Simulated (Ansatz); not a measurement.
**C₅H₅F₃: small, medium and large basis sets**

How large a basis does C₅H₅F₃ need? Two functionals are run in growing sets.

Program: Ansatz 0.2.0, Gaussian basis. Level of theory: one geometry, several basis sets. These are calculated values, not measurements.

The runs, in order: PBE0-D4/def2-SVP; ωB97M-V/def2-SVP; PBE0-D4/def2-QZVPP; ωB97M-V/def2-QZVPP; the functionals' def2-TZVPP values are taken from earlier runs.

## 1. The geometry

An earlier PBE0-D4 in a triple-zeta def2 set relaxation fixed the geometry.

13 atoms, charge 0, spin multiplicity 1.

Atoms are counted from 1 here; the program's logs count them from 0.

Bond lengths: F1–C2 1.325 Å, C2–C3 1.326 Å, C2–C8 1.488 Å, C3–C4 1.485 Å, C3–H9 1.080 Å, C4–F5 1.394 Å, C4–C6 1.538 Å, C4–H10 1.093 Å, C6–F7 1.383 Å, C6–C8 1.526 Å, C6–H11 1.092 Å, C8–H12 1.093 Å, C8–H13 1.094 Å. Angles: F1–C2–C3 125.6°, F1–C2–C8 118.8°, C3–C2–C8 115.6°, C2–C3–C4 109.2°, C2–C3–H9 126.2°, C4–C3–H9 124.5°, C3–C4–F5 110.8°, C3–C4–C6 105.1°, C3–C4–H10 114.6°, F5–C4–C6 109.6°, F5–C4–H10 106.7°, C6–C4–H10 110.1°, C4–C6–F7 108.9°, C4–C6–C8 106.7°, C4–C6–H11 110.2°, F7–C6–C8 109.5°, F7–C6–H11 107.8°, C8–C6–H11 113.8° and more.

## 2. PBE0-D4 in def2-SVP

File in.yaml:

```yaml
crystal:
  periodic: [false, false, false]
  atoms:
    - {symbol: F, position_ang: [1.812745, 1.814141, 0.614403]}
    - {symbol: C, position_ang: [0.900839, 0.940415, 0.214984]}
    - {symbol: C, position_ang: [0.262799, 0.968034, -0.947009]}
    - {symbol: C, position_ang: [-0.652518, -0.198908, -1.030178]}
    - {symbol: F, position_ang: [-0.196127, -1.121169, -1.969870]}
    - {symbol: C, position_ang: [-0.620573, -0.832684, 0.371083]}
    - {symbol: F, position_ang: [-1.805599, -0.539661, 1.021534]}
    - {symbol: C, position_ang: [0.542931, -0.186608, 1.117909]}
    - {symbol: H, position_ang: [0.394479, 1.700160, -1.730384]}
    - {symbol: H, position_ang: [-1.681060, 0.048388, -1.306702]}
    - {symbol: H, position_ang: [-0.543891, -1.918673, 0.291904]}
    - {symbol: H, position_ang: [0.216481, 0.155175, 2.102987]}
    - {symbol: H, position_ang: [1.389793, -0.863507, 1.264139]}
basis:
  gaussian: {orbitals: def2-SVP}
hamiltonian: {xc: pbe0, dispersion: d4}
output: {orbitals: {seedname: orbitals}}
```

Command:

```sh
$ ansatz run in.yaml --threads 4 --pin off --events-out ev --progress --plain --max-ram 11315MiB
```

After this run come: ωB97M-V in def2-SVP; PBE0-D4 in def2-QZVPP; ωB97M-V in def2-QZVPP.

**Question.** What will the summary of the whole plan be? Wanted: PBE0-D4: double and triple zeta above quadruple; ωB97M-V: double and triple zeta above quadruple.

The runs gave:

```
                                       quantity           value
PBE0-D4: double and triple zeta above quadruple  16.42, 0.69 eV
ωB97M-V: double and triple zeta above quadruple  16.84, 0.66 eV
```

**Reading.** PBE0-D4 gains 15.73 eV from double to triple zeta, then 0.69 eV more. Total energies overstate the basis error of differences, where much of it tends to cancel.
